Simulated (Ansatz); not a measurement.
**NaSe (doublet): wave-function methods side by side, aug-cc-pVDZ**

The task here is to estimate one member of a computed series from the others.

Computed with Ansatz 0.2.0, Gaussian basis. Level: aug-cc-pVDZ, core rule «outside noble gas», up to 19 orbitals frozen.

The runs, in order: UHF; CCSD(T) on ROHF; CCSD(T) on UHF; BCCD(T) on ROHF; CISD; CCSDT(Q) on ROHF; CCSDT(Q) on UHF.

33 further runs of the same task are left out: 12 for a known fault of the program, 11 that didn't finish, 10 set aside as unsound or not needed.

## The system

The geometry is a PBE0/def2-TZVPD stationary point (not a proven minimum) of the parent state, kept for this charge and spin. No spin-orbit coupling is included. The filled d shell of Se may be among the frozen orbitals whatever the setting's name suggests; the logs give the count.

2 atoms, charge 0, spin multiplicity 2.

Atoms are counted from 1 here; the program's logs count them from 0.

Bond lengths: Se1–Na2 2.781 Å.

The first run:

in.yaml reads:

```yaml
crystal:
  periodic: [false, false, false]
  atoms:
    - {symbol: Se, position_ang: [0.000000, 0.000000, 0.000000]}
    - {symbol: Na, position_ang: [0.000000, 0.000000, 2.781000]}
basis:
  gaussian: {orbitals: aug-cc-pVDZ}
magnetization: {spin_polarized: true, initial_magnetization: 1}
hamiltonian: {xc: hf}
output: {orbitals: {seedname: orbitals}}
```

On the command line:

```console
$ ansatz run in.yaml --threads 1 --pin off --events-out ev --progress --plain --max-ram 2393MiB
```

Steps of the session up to this table: UHF; CCSD(T) on ROHF; CCSD(T) on UHF; BCCD(T) on ROHF; CISD; CCSDT(Q) on ROHF; CCSDT(Q) on UHF.

One table of the session follows, with a row left open; its other results are not shown here.

| method | from UCCSDT(Q) (kJ/mol) |
| --- | --- |
| ROHF | +332.3 |
| UHF | +323.2 |
| RMP2 | +51.1 |
| UMP2 | +52.2 |
| CISD | +24.3 |
| RCCSD | +11.1 |
| UCCSD | +10.7 |
| RCCSD(T) | +2.3 |
| UCCSD(T) | +2.1 |
| BCCD(T) | +2.4 |
| RCCSDT | +0.9 |
| UCCSDT | ? |
| RCCSDT(Q) | +0.2 |
| UCCSDT(Q) | 0 |

Q: Estimate the row for UCCSDT from the others.

The run gave: from UCCSDT(Q) (kJ/mol): +0.6. In the column «from UCCSDT(Q) (kJ/mol)» it lies between RCCSDT(Q) (+0.2) and RCCSDT (+0.9).

Limits of these values: Restricted and unrestricted rows rest on different reference determinants; where their highest levels disagree by more than a few hundredths of an eV, they describe different states and don't form one ladder.
